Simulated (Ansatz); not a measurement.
# AlBGeH₆ (SMILES [BH2][GeH2][AlH2]): functionals against CCSD(T) at one geometry

The task here is to estimate one member of a computed series from the others.

Method: single points in def2-TZVPP; program: Ansatz 0.2.0, Gaussian basis.

Cores are frozen in the correlated methods. Filled d shells of the heavier atoms are correlated.

**The starting structure**

SMILES `[BH2][GeH2][AlH2]`, 9 atoms, charge 0, spin multiplicity 1.

Atoms are counted from 1 here; the program's logs count them from 0.

Bond lengths: B1–Ge2 1.932 Å, B1–H4 1.199 Å, B1–H5 1.076 Å, Ge2–Al3 2.410 Å, Ge2–H6 1.499 Å, Ge2–H7 1.681 Å, Al3–H8 1.623 Å, Al3–H9 1.490 Å. Angles: Ge2–B1–H4 124.3°, Ge2–B1–H5 122.8°, H4–B1–H5 112.8°, B1–Ge2–Al3 133.7°, B1–Ge2–H6 111.7°, B1–Ge2–H7 109.5°, Al3–Ge2–H6 92.0°, Al3–Ge2–H7 106.0°, H6–Ge2–H7 97.1°, Ge2–Al3–H8 130.8°, Ge2–Al3–H9 118.8°, H8–Al3–H9 109.9°.

Geometry (Å):

```csv
atom,x (Å),y (Å),z (Å)
B1,-0.9637,0.8501,-1.5363
Ge2,0.3738,0.2940,-0.2585
Al3,0.3538,-1.2085,1.6260
H4,-1.1061,0.3610,-2.6212
H5,-1.6271,1.6795,-1.3625
H6,0.8393,1.4375,0.5910
H7,1.8291,0.0199,-1.0543
H8,0.0709,-2.8045,1.7054
H9,0.4224,-0.6364,3.0001
```

Set-up of the first run:

The input, run/in.yaml:

```yaml
crystal:
  periodic: [false, false, false]
  atoms:
    - {symbol: B, position_ang: [-0.963700, 0.850100, -1.536300]}
    - {symbol: Ge, position_ang: [0.373800, 0.294000, -0.258500]}
    - {symbol: Al, position_ang: [0.353800, -1.208500, 1.626000]}
    - {symbol: H, position_ang: [-1.106100, 0.361000, -2.621200]}
    - {symbol: H, position_ang: [-1.627100, 1.679500, -1.362500]}
    - {symbol: H, position_ang: [0.839300, 1.437500, 0.591000]}
    - {symbol: H, position_ang: [1.829100, 0.019900, -1.054300]}
    - {symbol: H, position_ang: [0.070900, -2.804500, 1.705400]}
    - {symbol: H, position_ang: [0.422400, -0.636400, 3.000100]}
basis:
  gaussian: {orbitals: def2-TZVPP}
correlation: {method: ccsd_t}
output: {forces: true}
```

No record of the launch command was kept for these runs.

Among the steps run: CCSD(T)/def2-TZVPP; PBE0-D4/def2-TZVPP; wB97M-V/def2-TZVPP; r2SCAN-D4/def2-TZVPP; PBE-D4/def2-TZVPP; SPW92/def2-TZVPP; CAM-B3LYP-D4/def2-TZVPP.

One table of the session follows, with a row left open; its other results are not shown here.

| method | RMS force component (eV/Å) | angle to CCSD(T) forces (°) | dipole (D) |
| --- | --- | --- | --- |
| CCSD(T) | 1.272 | reference | 0.39 |
| PBE0-D4 | 1.258 | 3.5 | 0.33 |
| wB97M-V | 1.240 | 2.1 | 0.44 |
| r2SCAN-D4 | 1.238 | 4.3 | 0.25 |
| PBE-D4 | 1.241 | 7.9 | 0.18 |
| SPW92 | 1.240 | 13.1 | 0.16 |
| CAM-B3LYP-D4 | ? | ? | ? |

**Question.** Estimate the row for CAM-B3LYP-D4.

**Answer.** RMS force component (eV/Å): 1.245; angle to CCSD(T) forces (°): 2.0; dipole (D): 0.44. In the column «RMS force component (eV/Å)» it lies between PBE-D4 (1.241) and PBE0-D4 (1.258).
